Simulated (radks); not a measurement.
# Nuclear size and the levels of Re

One table from this session's results is given with a row withheld; the runs are named, their logs left out.

Method: Dirac Kohn-Sham, PBE, spin-unpolarised, spherical densities, finite nucleus; open shells are shared between the two j in proportion to 2j + 1. Code: radks (a radial shooting solver on a logarithmic mesh, Libxc functionals) version 1.

## The atom as given

- element: rhenium (Z = 75)
- charge: 0
- electrons: 75
- configuration: [Xe] 4f14 5d5 6s2
- nuclear rms radius: 5.3698 fm

The outer shells:

Re
```
[Xe] core
4f [↑↓][↑↓][↑↓][↑↓][↑↓][↑↓][↑↓]
5d [↑ ][↑ ][↑ ][↑ ][↑ ]
6s [↑↓]
```

The first run:

Settings of this run:

```text
Z 75
configuration [Xe] 4f14 5d5 6s2 6p0 7s0
relativity Dirac
functional pbe,pbe
spin unpolarised
j_filling average
nucleus finite rms 5.3698 fm
c 137.035999084
```

Among the steps run: rms radius 5.3698 fm.

One table of the session follows, with a row left open; its other results are not shown here.

It belongs to the step «rms radius 5.3698 fm». From the orbitals of this run (lengths in bohr):

```
level     <r>  outermost maximum (interpolated)  90 % within  nodes
5p3/2   1.240                              1.09         1.81      3
4f5/2  0.5761                             0.414        0.947      0
4f7/2  0.5849                             0.419        0.963      0
6s1/2   3.073                              2.56         4.58      5
5d3/2   1.881                              1.39         3.01      2
5d5/2   1.972                              1.44         3.17      2
6p1/2       ?                                 ?            ?      ?
6p3/2   4.932                              3.77         7.70      4
```

Estimate the missing values for 6p1/2.

As computed: <r>: 4.339; outermost maximum (interpolated): 3.34; 90 % within: 6.76; nodes: 4. In the column «<r>» it lies between 6s1/2 (3.073) and 6p3/2 (4.932).
